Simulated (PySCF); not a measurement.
# The bond of InH, level by level

One table from this session's results is given with a row withheld; the runs are named, their logs left out.

Method: In def2-SVP with ECP28, H def2-SVP, scalar-relativistic core potentials; program: PySCF 2.14.0.

The first run:

A driver script around PySCF takes these settings:

```
atoms                         : In, H
charge                        : 0
basis                         : In def2-SVP with ECP28, H def2-SVP
Hamiltonian                   : scalar-relativistic core potentials
basis functions               : 31
electrons treated             : 22
masses in u                   : 114.9039, 1.0078
levels                        : PBE0, PBE, r²SCAN, MN15, M06-L, BP86, LC-ωPBE, HF, MP2, SCS-MP2, CCSD, CCSD(T)
grid                          : 80 radial by 434 angular points
occupations                   : held fixed by the projection of orbital angular momentum
dissociation limit            : In + H, each in its ground configuration
starting distance in angstrom : 1.710
values of 2S to try           : 0, 2
```

Started as:

```sh
$ OMP_NUM_THREADS=1 python dia.py task.json out
```

Steps of the session up to this table: Input; The PBE0 curve of the state that the search chose; Higher solutions at PBE0; PBE (GGA); r²SCAN; MN15; M06-L (meta-GGA); BP86; LC-ωPBE (range-separated hybrid); RHF; MP2 and coupled cluster.

One table of the session follows, with a row left open; its other results are not shown here.

Energy (eV) from each level's lowest point:

```
R (Å)    RHF  RHF-MP2  RHF-SCS-MP2  RHF-CCSD  RHF-CCSD(T)
1.603  0.363    0.317        0.329       n/a          n/a
1.678  0.160    0.132        0.140     0.145        0.146
1.752  0.047    0.032        0.037     0.041        0.042
1.808  0.008    0.001        0.003     0.006        0.006
1.864  0.000    0.000        0.000     0.000        0.000
1.920      ?        ?            ?         ?            ?
1.994  0.073    0.084        0.079     0.071        0.070
2.088  0.180    0.197        0.188     0.173        0.170
2.200  0.348    0.369        0.356     0.329        0.323
2.349  0.611    0.635        0.616       n/a          n/a
```

Estimate the missing values for R (Å) = 1.920.

Worked estimate for «RHF». A straight line through the neighbours (1.864, 0.000) and (1.994, 0.073) gives 0.000 + (0.073 − 0.000) × (1.920 − 1.864) / (1.994 − 1.864) = 0.031; a parabola fitted to 4 rows on both sides gives 0.020.

As computed: RHF: 0.018; RHF-MP2: 0.023; RHF-SCS-MP2: 0.021; RHF-CCSD: 0.018; RHF-CCSD(T): 0.017. In «RHF» the line misses by +0.013 and the parabola by +0.002.
